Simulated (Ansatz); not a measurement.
**One shape, several levels: AlHOF2 (SMILES [OH][Al]([F])[F])**

Wanted: a comparison of 6 runs (HF/3-21G, HF/def2-SVP, B3LYP/6-31G*, SVWN5/6-311G**, MP2/6-311G**, MP2/cc-pVTZ-DK) of AlHOF2. 

Program for the calculation: Ansatz 0.2.0.

3 further runs of the same task are left out: 1 that didn't finish, 2 set aside as unsound or not needed.

**1. The molecule**

AlHOF2 has 5 atoms, charge 0, and is taken as a singlet. SMILES: `[OH][Al]([F])[F]`. The shape is that of a PBE0-D4/def2-TZVP optimisation.

Bond lengths: O1–Al2 1.674 Å, Al2–F3 1.633 Å, Al2–F4 1.638 Å, O1–H5 0.955 Å. Angles: O1–Al2–F3 119.1°, O1–Al2–F4 122.4°, F3–Al2–F4 118.6°, Al2–O1–H5 123.7°.

**2. Energy and forces at HF/3-21G (run 1)**

Input file in.yaml:

```yaml
basis:
  gaussian:
    orbitals: 3-21G.json
crystal:
  periodic: [false, false, false]
  atoms:
    - {symbol: O, position_ang: [0.004500, 1.227000, 0.002400]}
    - {symbol: Al, position_ang: [0.185700, -0.435200, 0.092100]}
    - {symbol: F, position_ang: [1.487400, -1.050600, 0.862600]}
    - {symbol: F, position_ang: [-0.897900, -1.471800, -0.566700]}
    - {symbol: H, position_ang: [-0.729900, 1.657100, -0.431800]}
output: {forces: true, orbitals: {seedname: orbitals}}
hamiltonian:
  xc: hf
accuracy: high
```

The basis set 3-21G is read from a file made from the Basis Set Exchange's data (not shown).

Run with:

```
$ ansatz run in.yaml --threads 1 --pin off --max-ram 2610MiB --events-out events.jsonl --progress --plain --runs-dir runs
```

Log:

```text
Warning: RAYON_NUM_THREADS=1 ignored (pool sized by the plan → 1); use --threads N
Functional definition: HF
  name "HF"
  exchange = exact_x
  correlation = 0
835 factors; integrals over basis functions are off by at most 1.1e-8 eV
mean field evaluation 1: about -13973.1512 eV, gradient 4.6e1 eV
mean field evaluation 2: about -13973.2722 eV, gradient 4.7e1 eV
mean field evaluation 4: about -13976.6422 eV, gradient 1.4e0 eV
mean field evaluation 8: about -13976.6793 eV, gradient 2.2e-4 eV
mean field -13976.67931618 eV, -513.6334911362 hartree, gradient 3.7e-8 eV, S^2 0.000000; 0 other end points of the search recorded, 0 dependent functions left out
the calculation of the forces begins
reference -13976.67931618 eV, -513.6334911362 hartree; 20, 20 occupied and 22, 22 virtual orbitals, 835 factors
Total energy: -13976.67931618 eV, -513.6334911362 hartree
Atom 0 at     0.004500     1.227000     0.002400 Å, force    -0.417065    -0.630501    -0.256319 eV/Å
Atom 1 at     0.185700    -0.435200     0.092100 Å, force     0.378054     0.101188     0.226821 eV/Å
Atom 2 at     1.487400    -1.050600     0.862600 Å, force    -0.012997    -0.165142    -0.009491 eV/Å
Atom 3 at    -0.897900    -1.471800    -0.566700 Å, force     0.055452     0.079596     0.034073 eV/Å
Atom 4 at    -0.729900     1.657100    -0.431800 Å, force    -0.003443     0.614859     0.004915 eV/Å
Dipole moment:    -0.370591     0.278399    -0.218303 e Å
```

Run time: 0.52 s. Hardware: 1 thread of Arm Neoverse V1, shared host.

**3. Energy and gradient at HF/def2-SVP (run 2)**

Input file run.yaml:

```yaml
crystal:
  periodic: [false, false, false]
  atoms:
    - {symbol: O, position_ang: [0.004500, 1.227000, 0.002400]}
    - {symbol: Al, position_ang: [0.185700, -0.435200, 0.092100]}
    - {symbol: F, position_ang: [1.487400, -1.050600, 0.862600]}
    - {symbol: F, position_ang: [-0.897900, -1.471800, -0.566700]}
    - {symbol: H, position_ang: [-0.729900, 1.657100, -0.431800]}
basis:
  gaussian: {orbitals: def2-SVP}
total_charge: 0
hamiltonian: {xc: hf}
accuracy: high
output: {forces: true, orbitals: {seedname: orbitals}}
```

Run with:

```
$ ansatz run run.yaml --threads 1 --pin off --max-ram 2610MiB --events-out events.jsonl --progress --plain --runs-dir runs
```

Log (excerpt; [...] marks lines left out):

```text
Warning: RAYON_NUM_THREADS=1 ignored (pool sized by the plan → 1); use --threads N
[... 2 set-up lines as earlier in the session ...]
[...]
1274 factors; integrals over basis functions are off by at most 3.6e-9 eV
[...]
mean field -14045.17897037 eV, -516.1508069969 hartree, gradient 2.2e-8 eV, S^2 0.000000; 0 other end points of the search recorded, 0 dependent functions left out
[...]
reference -14045.17897037 eV, -516.1508069969 hartree; 20, 20 occupied and 45, 45 virtual orbitals, 1274 factors
Total energy: -14045.17897037 eV, -516.1508069969 hartree
Atom 0 at     0.004500     1.227000     0.002400 Å, force    -0.778360     0.071151    -0.464551 eV/Å
Atom 1 at     0.185700    -0.435200     0.092100 Å, force     0.116564     0.164238     0.071187 eV/Å
Atom 2 at     1.487400    -1.050600     0.862600 Å, force     0.016536    -0.073371     0.009219 eV/Å
Atom 3 at    -0.897900    -1.471800    -0.566700 Å, force     0.003591     0.030154     0.002557 eV/Å
Atom 4 at    -0.729900     1.657100    -0.431800 Å, force     0.641670    -0.192172     0.381589 eV/Å
Dipole moment:    -0.312088     0.284368    -0.183266 e Å
```

Run time: 1.4 s. Hardware: 1 thread of Arm Neoverse V1, shared host; peak memory 0.13 GiB.

Runs 3 to 5 aren't shown in full; the table further down has their settings and results.

**4. The energy at MP2/cc-pVTZ-DK (sfX2C) (run 6)**

run.yaml: that of step 3 with these lines changed.

```diff
@@ -9,6 +9,6 @@
 basis:
-  gaussian: {orbitals: def2-SVP}
-total_charge: 0
-hamiltonian: {xc: hf}
-accuracy: high
-output: {forces: true, orbitals: {seedname: orbitals}}
+  gaussian:
+    orbitals: cc-pVTZ-DK
+correlation:
+  method: mp2
+  electrons: all
```

Run with:

```
$ ansatz run run.yaml --threads 1 --pin off --max-ram 2610MiB --events-out events.jsonl --progress --plain --runs-dir runs
```

Log:

```text
Warning: RAYON_NUM_THREADS=1 ignored (pool sized by the plan → 1); use --threads N
[... 4 set-up lines as earlier in the session ...]
852 factors; integrals over basis functions are off by at most 8.1e-4 eV
mean field evaluation 1: about -14070.4582 eV, gradient 5.2e1 eV
mean field evaluation 2: about -14070.5361 eV, gradient 5.2e1 eV
mean field evaluation 4: about -14074.6810 eV, gradient 1.8e0 eV
mean field evaluation 8: about -14074.7126 eV, gradient 2.7e-1 eV
mean field -14074.71285853 eV, -517.2361573678 hartree, gradient 1.2e-6 eV, S^2 0.000000; 0 other end points of the search recorded, 0 dependent functions left out
reference -14074.71285853 eV, -517.2361573678 hartree; 20, 20 occupied and 118, 118 virtual orbitals, 852 factors
second order -25.24709839 eV of doubles, -0.00000000 eV of singles
Total energy: -14099.95995692 eV, -518.1639711208 hartree
Relativity: scalar
```

It took 2 s on 1 thread of Arm Neoverse V1, shared host; peak memory 0.18 GiB.

**5. Overview of the runs**

| run | level | Cartesian functions | frozen core orbitals | energy (Eh) | dipole moment (D) | HOMO energy (eV) | LUMO energy (eV) | wall time |
| --- | --- | --- | --- | --- | --- | --- | --- | --- |
| 1 | HF/3-21G | no | – | -513.633491 | 2.46 | -13.71 | 2.57 | 0.52 s |
| 2 | HF/def2-SVP | no | – | -516.150807 | 2.21 | -14.28 | 1.98 | 1.4 s |
| 3 | B3LYP/6-31G* (Cartesian functions) | yes | – | -518.132040 | 2.03 | -9.19 | -1.19 | 5.4 s |
| 4 | SVWN5/6-311G** | no | – | -515.378776 | 2.17 | -8.18 | -2.03 | 3.6 s |
| 5 | MP2/6-311G** | no | 8 | -517.201172 | 2.12 | -14.29 | 2.11 | 4.8 s |
| 6 | MP2/cc-pVTZ-DK (sfX2C) | no | 0 | -518.163971 | – | – | – | 2 s |

**6. What came out**

```
                 quantity          value
      run 6: total energy  -518.16397 Eh
run 6: correlation energy     -927.8 mEh
```

In words: Over runs 1, 2, 3, 4, 5 the dipole moment (its size) runs from 2.03 D (B3LYP/6-31G*) to 2.46 D (HF/3-21G). The two ends differ in method and basis. Over runs 1, 2, 3, 4 the HOMO–LUMO gap runs from 6.15 eV (SVWN5/6-311G**) to 16.28 eV (HF/3-21G). Totals of different functionals can't be ranked against each other. Some runs of one species differ in core potentials or relativity; totals across that change don't compare. All runs together took 18 s, the longest 5.4 s.
